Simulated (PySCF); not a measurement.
# GeN under other conditions

Aim: change spin, charge, geometry, field or solvent of GeN, one at a time, and compare with the base run.

The runs use PySCF 2.14.0; each script names its method and basis.

2 further runs of the same task are left out: 2 that didn't finish.

**1. Where the work starts**

GeN: 2 atoms, charge 0, spin multiplicity 2.

Bond lengths: Ge1–N2 2.087 Å.

**2. The run that the others are compared with**

input.py

```python
from pyscf import gto, scf

mol = gto.M(
    atom='Ge 0 0 0; N 0 0 2.087',
    basis='aug-cc-pvdz',
    charge=0,
    spin=1,
    verbose=4,
)
mf = scf.UHF(mol)
mf.kernel()
mf.analyze()
print('orbital energies (hartree):', [e[max(0, n-3):n+3].round(4) for e, n in zip(mf.mo_energy, mol.nelec)])
```

On the command line:

```
OMP_NUM_THREADS=1 python input.py
```

Its log is not repeated here.

In short: E(SCF) = -2129.635394 Eh, ⟨S²⟩ = 0.799, μ = 4.63 D.

The bond length is a typed value, not an optimised one.

**3. Bond 2.337 Å**

Edit 1 changes bond length: 2.087 Å → 2.337 Å.

input.py

```python
from pyscf import gto, scf

mol = gto.M(
    atom='Ge 0 0 0; N 0 0 2.337',
    basis='aug-cc-pvdz',
    charge=0,
    spin=1,
    verbose=4,
)
mf = scf.UHF(mol)
mf.kernel()
mf.analyze()
print('orbital energies (hartree):', [e[max(0, n-3):n+3].round(4) for e, n in zip(mf.mo_energy, mol.nelec)])
```

On the command line:

```
OMP_NUM_THREADS=1 python input.py
```

**4. Charge +2**

Edit 2 changes charge: 0 → 2.

input.py, as its differences from that of step 2:

```diff
@@ -5,3 +5,3 @@
     basis='aug-cc-pvdz',
-    charge=0,
+    charge=2,
     spin=1,
```

**5. Bond 1.941 Å**

Edit 3 changes bond length: 2.087 Å → 1.941 Å.

input.py, as its differences from that of step 2:

```diff
@@ -3,3 +3,3 @@
 mol = gto.M(
-    atom='Ge 0 0 0; N 0 0 2.087',
+    atom='Ge 0 0 0; N 0 0 1.941',
     basis='aug-cc-pvdz',
```

**6. Charge -1 (triplet)**

Edit 4 changes charge: 0 → -1; spin (2S): 1 → 2.

input.py, as its differences from that of step 2:

```diff
@@ -5,4 +5,4 @@
     basis='aug-cc-pvdz',
-    charge=0,
-    spin=1,
+    charge=-1,
+    spin=2,
     verbose=4,
```

**Question.** What will these runs give? Wanted: for each run, E(SCF); from base; gap, α spin; SCF dipole.

The runs gave:

```csv
run,E(SCF) (hartree),from base (eV),cycles,"gap, α spin (eV)",SCF dipole (D)
base,-2129.635394,0,21,7.96,4.63
bond 2.337 Å,-2129.575689,+1.6246,26,7.40,5.35
charge +2,-2128.764990,+23.6849,12,11.24,n/a
bond 1.941 Å,-2129.624561,+0.2948,16,9.29,4.81
charge -1 (triplet),-2129.675757,-1.0983,23,6.37,n/a
```

What this shows: Of the runs whose energies can be compared, “bond 2.337 Å” moves the SCF energy most (+1.625 eV). At the SCF level, adding an electron (to the triplet) releases 1.10 eV at fixed geometry.
